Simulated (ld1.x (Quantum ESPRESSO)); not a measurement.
# Al, ultrasoft: a sweep of the radius of the local potential

One potential is built and tested. Then the radius of the local potential is changed, to learn what it costs or gains.

The numbers are computed with ld1.x (Quantum ESPRESSO) 7.5 (Wu–Cohen, non-relativistic, spin-unpolarised reference atom).

## (1) Starting point

Typed settings, in words:

```json
{
  "element": "aluminium (Al, Z = 13)",
  "type": "ultrasoft",
  "frozen core": "[Ne]",
  "valence charge": "3",
  "reference configuration": "3s1.5 3p1.5",
  "partial waves": "3s (bound): rcut 1.80, rcutus 2.40 bohr; 3s channel at 0.4 Ry: rcut 1.80, rcutus 2.40 bohr; 3p (bound): rcut 1.65, rcutus 2.25 bohr; 3p channel at 1.6 Ry: rcut 1.65, rcutus 2.25 bohr",
  "local potential": "all-electron potential smoothed inside 1.66 bohr (lloc = -1)",
  "core correction": "a·sin(br)/r model core, default radius (core density twice the valence density)",
  "augmentation charge": "PSQ, inside the norm-conserving radii"
}
```

The nodes and maxima of the atom's own shells, from an earlier all-electron run, set the scale for the radii.

All-electron outer shells of the reference configuration (Wu–Cohen, non-relativistic, ld1.x):

```
shell  level (eV)  outermost node (bohr)  outermost maximum (bohr)
   2s     -108.42                   0.17                      0.50
   2p      -70.61                      –                      0.43
   3s       -8.11                   0.80                      2.09
   3p       -3.02                   0.82                      2.61
```

## (2) The first potential

Input file Al.in:

```
 &input
   title='Al', zed=13., rel=0, dft='WC', iswitch=3,
   config='[Ne] 3s1.5 3p1.5',
   nld=2, rlderiv=2.60, eminld=-3.0, emaxld=5.0, deld=0.02
 /
 &inputp
   pseudotype=3, tm=.true., lloc=-1, rcloc=1.66,
   nlcc=.true.,
   which_augfun='PSQ', rmatch_augfun_nc=.true.,
   file_pseudopw='Al.UPF', file_wfcaegen='ae.wfc', file_wfcncgen='nc.wfc', file_beta='beta', file_chi='chi', file_wfcusgen='us.wfc'
 /
4
3S  1  0   1.50   0.00  1.80  2.40  0.0
3S  1  0   0.00   0.40  1.80  2.40  0.0
3P  2  1   1.50   0.00  1.65  2.25  0.0
3P  2  1   0.00   1.60  1.65  2.25  0.0
 &test
   configts(1)='3s1.5 3p1.5'
 /
```

The run is started by

```bash
ld1.x < Al.in > Al.out
```

Output in Al.out (without the banner and most projector matrices):

```text
     Program LD1 v.7.5
     --------------------------- All-electron run ----------------------------

     Al

     atomic number is 13.00
     dft =WC   lsd =0 sic =0 latt =0  beta=0.20 tr2=1.0E-14
     Exchange-correlation= WC
                           (   1   4  11   4   0   0   0)
     mesh =1135 r(mesh) = 100.48924 a.u. xmin = -7.00 dx = 0.01250
     1 Ry =  13.60569312 eV

     n l     nl                  e(Ry)          e(Ha)          e(eV)
     1 0     1S 1( 2.00)      -110.7938       -55.3969     -1507.4261
     2 0     2S 1( 2.00)        -7.9684        -3.9842      -108.4150
     2 1     2P 1( 6.00)        -5.1901        -2.5951       -70.6149
     3 0     3S 1( 1.50)        -0.5964        -0.2982        -8.1147
     3 1     3P 1( 1.50)        -0.2217        -0.1109        -3.0169

     final scf error:  6.6E-15 reached in  34 iterations

     Etot =    -483.838678 Ry,    -241.919339 Ha,   -6582.960569 eV

     Ekin =     483.051465 Ry,     241.525732 Ha,    6572.249989 eV
     Encl =   -1155.422348 Ry,    -577.711174 Ha,  -15720.321900 eV
     Eh   =     224.825505 Ry,     112.412752 Ha,    3058.906826 eV
     Exc  =     -36.293299 Ry,     -18.146649 Ha,    -493.795485 eV

     normalization and overlap integrals

     s(1S/1S) =  1.000000  <r> =   0.1206  <r2> =    0.0196  r(max) =   0.0789
     s(2S/2S) =  1.000000  <r> =   0.6284  <r2> =    0.4735  r(max) =   0.4954
     s(2P/2P) =  1.000000  <r> =   0.6034  <r2> =    0.4629  r(max) =   0.4264
     s(3S/3S) =  1.000000  <r> =   2.5256  <r2> =    7.4358  r(max) =   2.0856
     s(3P/3P) =  1.000000  <r> =   3.3390  <r2> =   13.3721  r(max) =   2.6118

     ------------------------ End of All-electron run ------------------------

     --------------------- Generating US pseudopotential ---------------------

      Generating local potential from pseudized AE potential:
      Matching radius rcloc =   1.6600

      Local pseudo, rcloc= 1.665 Estimated cut-off energy=     8.43 Ry

      Computing core charge for nlcc:

       r > 1.33 : true rho core
       r < 1.33 : rho core = a sin(br)/r    a=   1.70  b=   2.05

      Integrated core pseudo-charge :   1.39
      Wfc-us  3S rcutus= 2.423  Estimated cut-off energy=     7.90 Ry
      Wfc-us  3S rcutus= 2.423  Estimated cut-off energy=    10.62 Ry
      Wfc-us  3P rcutus= 2.248  Estimated cut-off energy=    14.49 Ry
      Wfc-us  3P rcutus= 2.248  Estimated cut-off energy=    19.04 Ry

     Q pseudized with Bessel functions
     Expected ecutrho=      95.4776 due to l1=  1   l2=  1

     ------------------- End of pseudopotential generation -------------------

     [... the all-electron block is printed once more ...]


     Computing logarithmic derivative in   2.59561
     Computing logarithmic derivative in   2.59561
     Computing the partial wave expansion
     R is outside the sphere for l=    0 j= 0.00
     R is outside the sphere for l=    0 j= 0.00
     R is outside the sphere for l=    1 j= 0.00
     R is outside the sphere for l=    1 j= 0.00

     ---------------------- Testing the pseudopotential ----------------------

     Al

     atomic number is 13.00   valence charge is  3.00
     dft =WC   lsd =0 sic =0 latt =0  beta=0.20 tr2=1.0E-14
     mesh =1135 r(mesh) = 100.48924 xmin = -7.00 dx = 0.01250

     n l     nl             e AE (Ry)        e PS (Ry)    De AE-PS (Ry)
     1 0     3S   1( 1.50)       -0.59642       -0.59642        0.00000
     2 1     3P   1( 1.50)       -0.22174       -0.22174        0.00000

     eps = 5.3E-21  iter =  1

     Etot =    -483.838678 Ry,    -241.919339 Ha,   -6582.960569 eV
     Etotps =    -4.883337 Ry,      -2.441669 Ha,     -66.441185 eV

     Ekin =       1.460279 Ry,       0.730140 Ha,      19.868109 eV
     Encl =      -7.276155 Ry,      -3.638078 Ha,     -98.997138 eV
     Ehrt =       2.793939 Ry,       1.396970 Ha,      38.013483 eV
     Ecxc =      -2.452773 Ry,      -1.226386 Ha,     -33.371676 eV
     (Ecc =      -1.172495 Ry,      -0.586247 Ha,     -15.952604 eV)
     Epseu=       0.591373 Ry,       0.295686 Ha,       8.046038 eV

     ---------------------- End of pseudopotential test ----------------------
```

Wall time 1.2 s (1 thread, shared host). (Generation and the later configuration tests together.)

All-electron and pseudo partial waves u(r) = r·R(r), from the program's wave files:

```
r (bohr)    3s AE   3s PS    3p AE   3p PS
   0.120   0.0870  0.0711  -0.0964  0.0044
   0.240  -0.1538  0.1412  -0.1932  0.0174
   0.360  -0.2847  0.2095  -0.2213  0.0383
   0.480  -0.2871  0.2752  -0.1952  0.0664
   0.600  -0.2081  0.3374  -0.1370  0.1003
   0.720  -0.0892  0.3955  -0.0631  0.1388
   0.840   0.0422  0.4489   0.0161  0.1803
   0.960   0.1701  0.4972   0.0946  0.2234
   1.080   0.2861  0.5401   0.1687  0.2668
   1.200   0.3862  0.5772   0.2367  0.3093
   1.320   0.4695  0.6087   0.2979  0.3499
   1.440   0.5368  0.6343   0.3522  0.3878
   1.560   0.5893  0.6544   0.3998  0.4227
   1.680   0.6281  0.6689   0.4407  0.4541
   1.800   0.6547  0.6782   0.4751  0.4820
   1.920   0.6704  0.6825   0.5033  0.5061
   2.040   0.6768  0.6820   0.5257  0.5265
   2.160   0.6754  0.6770   0.5429  0.5429
   2.280   0.6675  0.6677   0.5552  0.5552
   2.400   0.6543  0.6543   0.5633  0.5633
   2.520   0.6369  0.6369   0.5676  0.5676
   2.640   0.6163  0.6163   0.5685  0.5685
   2.760   0.5932  0.5932   0.5664  0.5664
   2.880   0.5684  0.5684   0.5617  0.5617
   3.000   0.5425  0.5425   0.5549  0.5549
   3.120   0.5158  0.5158   0.5461  0.5461
```

## (3) Testing the new file in other configurations

Input file Al.test.in:

```
 &input
   title='Al', zed=13., rel=0, dft='WC', iswitch=2,
   config='[Ne] 3s1.5 3p1.5'
 /
 &test
   file_pseudo='Al.UPF', nconf=8,
   configts(1)='3s1.5 3p1.5',
   configts(2)='3s2 3p1',
   configts(3)='3s2 3p0',
   configts(4)='3s1 3p0',
   configts(5)='3s2 3p1.3',
   configts(6)='3s1 3p1',
   configts(7)='3s2 3p0.5',
   configts(8)='3s0 3p3'
 /
```

The run is started by

```bash
ld1.x < Al.test.in > Al.test.out
```

Al.test.out, the pseudopotential blocks:

```text
     ---------------------- Testing the pseudopotential ----------------------

     Al

     atomic number is 13.00   valence charge is  3.00
     dft =WC   lsd =0 sic =0 latt =0  beta=0.20 tr2=1.0E-14
     mesh =1135 r(mesh) = 100.48924 xmin = -7.00 dx = 0.01250

     n l     nl             e AE (Ry)        e PS (Ry)    De AE-PS (Ry)
     1 0     3S   1( 1.50)       -0.59642       -0.59642       -0.00000
     2 1     3P   1( 1.50)       -0.22174       -0.22174       -0.00000

     eps = 3.3E-19  iter =  1

     Etot =    -483.838678 Ry,    -241.919339 Ha,   -6582.960569 eV
     Etotps =    -4.883337 Ry,      -2.441669 Ha,     -66.441185 eV

     Ekin =       1.460279 Ry,       0.730140 Ha,      19.868109 eV
     Encl =      -7.276155 Ry,      -3.638078 Ha,     -98.997138 eV
     Ehrt =       2.793939 Ry,       1.396970 Ha,      38.013483 eV
     Ecxc =      -2.452773 Ry,      -1.226386 Ha,     -33.371676 eV
     (Ecc =      -1.172495 Ry,      -0.586247 Ha,     -15.952604 eV)
     Epseu=       0.591373 Ry,       0.295686 Ha,       8.046038 eV

     ---------------------- End of pseudopotential test ----------------------

     ---------------------- Testing the pseudopotential ----------------------

     Al

     [...]
     n l     nl             e AE (Ry)        e PS (Ry)    De AE-PS (Ry)
     1 0     3S   1( 2.00)       -0.56573       -0.56559       -0.00014
     2 1     3P   1( 1.00)       -0.19752       -0.19752       -0.00001

     eps = 1.5E-15  iter =  6

     Etot =    -484.024430 Ry,    -242.012215 Ha,   -6585.487858 eV
     Etotps =    -5.069056 Ry,      -2.534528 Ha,     -68.968014 eV
     dEtot_ae =      -0.185752 Ry
     dEtot_ps =      -0.185718 Ry,   Delta E=      -0.000034 Ry

     [...]
     ---------------------- End of pseudopotential test ----------------------

     ---------------------- Testing the pseudopotential ----------------------

     Al

     [...]
     n l     nl             e AE (Ry)        e PS (Ry)    De AE-PS (Ry)
     1 0     3S   1( 2.00)       -1.08593       -1.08573       -0.00020
     2 1     3P   1( 0.00)       -0.66528       -0.66512       -0.00017

     eps = 4.5E-15  iter =  9

     Etot =    -483.601943 Ry,    -241.800971 Ha,   -6579.739629 eV
     Etotps =    -4.646642 Ry,      -2.323321 Ha,     -63.220788 eV
     dEtot_ae =       0.236735 Ry
     dEtot_ps =       0.236695 Ry,   Delta E=       0.000040 Ry

     [...]
     ---------------------- End of pseudopotential test ----------------------

     ---------------------- Testing the pseudopotential ----------------------

     Al

     [...]
     n l     nl             e AE (Ry)        e PS (Ry)    De AE-PS (Ry)
     1 0     3S   1( 1.00)       -1.73472       -1.73582        0.00110
     2 1     3P   1( 0.00)       -1.26018       -1.26052        0.00034

     eps = 6.7E-15  iter = 10

     Etot =    -482.193821 Ry,    -241.096910 Ha,   -6560.581154 eV
     Etotps =    -3.238192 Ry,      -1.619096 Ha,     -44.057842 eV
     dEtot_ae =       1.644857 Ry
     dEtot_ps =       1.645145 Ry,   Delta E=      -0.000289 Ry

     [...]
     ---------------------- End of pseudopotential test ----------------------

     ---------------------- Testing the pseudopotential ----------------------

     Al

     [...]
     n l     nl             e AE (Ry)        e PS (Ry)    De AE-PS (Ry)
     1 0     3S   1( 2.00)       -0.43584       -0.43573       -0.00011
     2 1     3P   1( 1.30)       -0.08233       -0.08234        0.00001

     eps = 2.6E-15  iter =  9

     Etot =    -484.066026 Ry,    -242.033013 Ha,   -6586.053804 eV
     Etotps =    -5.110654 Ry,      -2.555327 Ha,     -69.533989 eV
     dEtot_ae =      -0.227349 Ry
     dEtot_ps =      -0.227317 Ry,   Delta E=      -0.000032 Ry

     [...]
     ---------------------- End of pseudopotential test ----------------------

     ---------------------- Testing the pseudopotential ----------------------

     Al

     [...]
     n l     nl             e AE (Ry)        e PS (Ry)    De AE-PS (Ry)
     1 0     3S   1( 1.00)       -1.14185       -1.14225        0.00039
     2 1     3P   1( 1.00)       -0.71563       -0.71573        0.00010

     eps = 1.2E-15  iter =  9

     Etot =    -483.178380 Ry,    -241.589190 Ha,   -6573.976764 eV
     Etotps =    -4.222953 Ry,      -2.111476 Ha,     -57.456197 eV
     dEtot_ae =       0.660298 Ry
     dEtot_ps =       0.660384 Ry,   Delta E=      -0.000087 Ry

     [...]
     ---------------------- End of pseudopotential test ----------------------

     ---------------------- Testing the pseudopotential ----------------------

     Al

     [...]
     n l     nl             e AE (Ry)        e PS (Ry)    De AE-PS (Ry)
     1 0     3S   1( 2.00)       -0.81215       -0.81197       -0.00018
     2 1     3P   1( 0.50)       -0.41805       -0.41798       -0.00007

     eps = 7.3E-15  iter =  7

     Etot =    -483.871826 Ry,    -241.935913 Ha,   -6583.411575 eV
     Etotps =    -4.916468 Ry,      -2.458234 Ha,     -66.891961 eV
     dEtot_ae =      -0.033148 Ry
     dEtot_ps =      -0.033131 Ry,   Delta E=      -0.000017 Ry

     [...]
     ---------------------- End of pseudopotential test ----------------------

     ---------------------- Testing the pseudopotential ----------------------

     Al

     [...]
     n l     nl             e AE (Ry)        e PS (Ry)    De AE-PS (Ry)
     1 0     3S   1( 0.00)       -0.67486       -0.67536        0.00049
     2 1     3P   1( 3.00)       -0.28385       -0.28393        0.00008

     eps = 1.2E-16  iter =  9

     Etot =    -483.263953 Ry,    -241.631976 Ha,   -6575.141041 eV
     Etotps =    -4.308297 Ry,      -2.154148 Ha,     -58.617367 eV
     dEtot_ae =       0.574725 Ry
     dEtot_ps =       0.575040 Ry,   Delta E=      -0.000315 Ry

     [...]
     ---------------------- End of pseudopotential test ----------------------
```

The tests as a table, with energies relative to 3s1.5 3p1.5.

```csv
valence configuration,charge,ΔE all-electron (eV),error AE − PS (meV)
3s2 3p1,0,-2.527,-0.5
3s2 3p0,+1,3.221,+0.5
3s1 3p0,+2,22.379,-3.9
3s2 3p1.3,-0.3,-3.093,-0.4
3s1 3p1,+1,8.984,-1.2
3s2 3p0.5,+0.5,-0.451,-0.2
3s0 3p3,0,7.820,-4.3
```

## (4) Scattering by logarithmic derivatives

Taken from the files of the generation run. The phase is arctan(r·u′/u) with u = r·R, unwrapped, with energies in Ry. A pole is an energy at which the radial function vanishes at the test radius. The pseudo phase is shifted by a multiple of π to meet the all-electron one at the reference energy. Levels narrower than the energy grid can be missing from the poles. The last column is the largest difference on the grid between −1 and +1 Ry.

| channel | radius (bohr) | reference (Ry) | poles AE | poles PS | window around the reference with phases within 0.05 rad (Ry) | largest difference near zero (rad) |
| --- | --- | --- | --- | --- | --- | --- |
| s | 2.60 | -0.60 | 0.74 | 0.74 | below 3.0 | 0.000 |
| p | 2.60 | -0.22 | 1.53 | 1.53 | below 4.0 | 0.000 |

Phases (rad) along the scan:

```
E (Ry)    p AE    p PS    s AE    s PS
 -3.00   1.322   1.321   1.294   1.294
 -2.52   1.293   1.292   1.251   1.250
 -2.04   1.250   1.250   1.180   1.179
 -1.56   1.183   1.183   1.038   1.038
 -1.08   1.057   1.057   0.633   0.633
 -0.60   0.744   0.744  -0.610  -0.610
 -0.12  -0.250  -0.250  -1.282  -1.282
  0.36  -1.132  -1.133  -1.486  -1.486
  0.84  -1.409  -1.410  -1.588  -1.588
  1.32  -1.534  -1.534  -1.659  -1.660
  1.80  -1.613  -1.613  -1.725  -1.726
  2.28  -1.678  -1.679  -1.800  -1.806
  2.76  -1.747  -1.748  -1.913  -1.935
  3.24  -1.840  -1.843  -2.133  -2.250
  3.72  -2.003  -2.018  -2.737  -3.400
  4.20  -2.423  -2.510  -3.804  -4.304
  4.68  -3.531  -3.724  -4.274  -4.559
```

## (5) Cutoff and ghost test in a Bessel basis

A separate test, outside the generator: the pseudo-atom's Hamiltonian at the reference potential is diagonalised in spherical Bessel functions j_l(qr) that vanish at 20 bohr, with q² up to the cutoff.

All-electron valence levels (Ry): 3s -0.5964, 3p -0.2217. The lowest levels of each channel (Ry) by cutoff; the last column sums, over occupied levels, occupation times the distance from the level at 400 Ry. A positive value at high cutoff is not a bound level.

```
cutoff (Ry)     s #1     p #1    d #1    f #1  Σ f·Δε (mRy)
          6  -0.5964  -0.2208  0.0453  0.1024           1.6
          8  -0.5964  -0.2214  0.0452  0.1024           0.7
         10  -0.5964  -0.2216  0.0452  0.1024           0.3
         12  -0.5964  -0.2217  0.0452  0.1024           0.2
        400  -0.5965  -0.2218  0.0452  0.1024           0.0
```

The sum stays within 10 mRy from 6 Ry or less and within 1 mRy from 8 Ry. The sum leaves out empty levels, which can need more. Ghost test: no level below the all-electron spectrum of its channel (s, p, d, f tested).

## (6) Variant: radius of the local potential (bohr) = 2.34

Al.in, as its differences from that of step 2:

```diff
@@ -6,3 +6,3 @@
  &inputp
-   pseudotype=3, tm=.true., lloc=-1, rcloc=1.66,
+   pseudotype=3, tm=.true., lloc=-1, rcloc=2.34,
    nlcc=.true.,
```

The run is started by

```bash
ld1.x < Al.in > Al.out
```

What the program wrote to Al.out (without the banner and most projector matrices):

```text
     Program LD1 v.7.5
     [... all-electron run as in step 2 ...]


     --------------------- Generating US pseudopotential ---------------------

      Generating local potential from pseudized AE potential:
      Matching radius rcloc =   2.3400

      Local pseudo, rcloc= 2.363 Estimated cut-off energy=     4.28 Ry

      Computing core charge for nlcc:

       r > 1.33 : true rho core
       r < 1.33 : rho core = a sin(br)/r    a=   1.70  b=   2.05

      Integrated core pseudo-charge :   1.39
      Wfc-us  3S rcutus= 2.423  Estimated cut-off energy=     7.90 Ry
      Wfc-us  3S rcutus= 2.423  Estimated cut-off energy=    10.62 Ry
      Wfc-us  3P rcutus= 2.248  Estimated cut-off energy=    14.49 Ry
      Wfc-us  3P rcutus= 2.248  Estimated cut-off energy=    19.04 Ry

     Q pseudized with Bessel functions
     Expected ecutrho=      95.4776 due to l1=  1   l2=  1

     ------------------- End of pseudopotential generation -------------------

     [... all-electron run as in step 2 ...]


     Computing logarithmic derivative in   2.59561
     Computing logarithmic derivative in   2.59561
     Computing the partial wave expansion
     R is outside the sphere for l=    0 j= 0.00
     R is outside the sphere for l=    0 j= 0.00
     R is outside the sphere for l=    1 j= 0.00
     R is outside the sphere for l=    1 j= 0.00

     ---------------------- Testing the pseudopotential ----------------------

     Al

     atomic number is 13.00   valence charge is  3.00
     dft =WC   lsd =0 sic =0 latt =0  beta=0.20 tr2=1.0E-14
     mesh =1135 r(mesh) = 100.48924 xmin = -7.00 dx = 0.01250

     n l     nl             e AE (Ry)        e PS (Ry)    De AE-PS (Ry)
     1 0     3S   1( 1.50)       -0.59642       -0.59642        0.00000
     2 1     3P   1( 1.50)       -0.22174       -0.22174        0.00000

     eps = 5.3E-21  iter =  1

     Etot =    -483.838678 Ry,    -241.919339 Ha,   -6582.960569 eV
     Etotps =    -4.883337 Ry,      -2.441669 Ha,     -66.441185 eV

     Ekin =       1.460279 Ry,       0.730140 Ha,      19.868109 eV
     Encl =      -7.147159 Ry,      -3.573579 Ha,     -97.242046 eV
     Ehrt =       2.793939 Ry,       1.396970 Ha,      38.013483 eV
     Ecxc =      -2.452773 Ry,      -1.226386 Ha,     -33.371676 eV
     (Ecc =      -1.172495 Ry,      -0.586247 Ha,     -15.952604 eV)
     Epseu=       0.462376 Ry,       0.231188 Ha,       6.290946 eV

     ---------------------- End of pseudopotential test ----------------------
```

Wall time 1.2 s (1 thread, shared host). This counts the later configuration tests of the new file too.

The test run was repeated on this file; only its results are given.

The tests as a table, with energies relative to 3s1.5 3p1.5.

```tsv
valence configuration	charge	ΔE all-electron (eV)	error AE − PS (meV)
3s2 3p1	0	-2.527	-0.5
3s2 3p0	+1	3.221	+0.5
3s1 3p0	+2	22.379	-3.9
3s2 3p1.3	-0.3	-3.093	-0.4
3s1 3p1	+1	8.984	-1.2
3s2 3p0.5	+0.5	-0.451	-0.2
3s0 3p3	0	7.820	-4.3
```

Compared with the first run, the loose cutoff stays at 6 Ry or less, the largest test error stays at -4.3 meV and there is no bound ghost.

## (7) Results

Cutoffs, loose and tight: the cutoffs (Ry, on a coarse ladder) from which the occupation-weighted sum of valence levels, in a spherical-Bessel basis at the reference potential, stays within 10 and 1 mRy of its value at 400 Ry; empty and scattering waves don't count. The number of plane waves in a given cell goes as the cutoff to the power 3/2; it is given for the loose cutoff, relative to the first potential. Test errors are all-electron less pseudo. The phase difference is the largest within 1 Ry of zero, over the channels with partial waves.

| radius of the local potential (bohr) | outcome | cutoff, loose | cutoff, tight | plane waves, relative | bound ghosts | largest test error (meV) | phase difference near zero (rad) | lowest overlap eigenvalue (Bessel basis) |
| --- | --- | --- | --- | --- | --- | --- | --- | --- |
| 1.66 (first) | generated | 6 Ry or less | 8 Ry | 1.00 | none | -4.3 | 0.000 | 0.432 |
| 2.34 | generated | 6 Ry or less | 8 Ry | 1.00 | none | -4.3 | 0.000 | 0.451 |

What this shows: The loose cutoff is 6 Ry or less at 1.66 and 6 Ry or less at 2.34. The largest test error is 4.3 meV at 1.66 and 4.3 meV at 2.34.

The first potential by itself. The worst unpolarised test, 3s0 3p3, is off by 4.3 meV on 7.8 eV; by total energies transferability rates as very good. The potential is soft on the atom at that tolerance: the looser tolerance needs 6 Ry or less. No bound ghost shows below the valence levels.
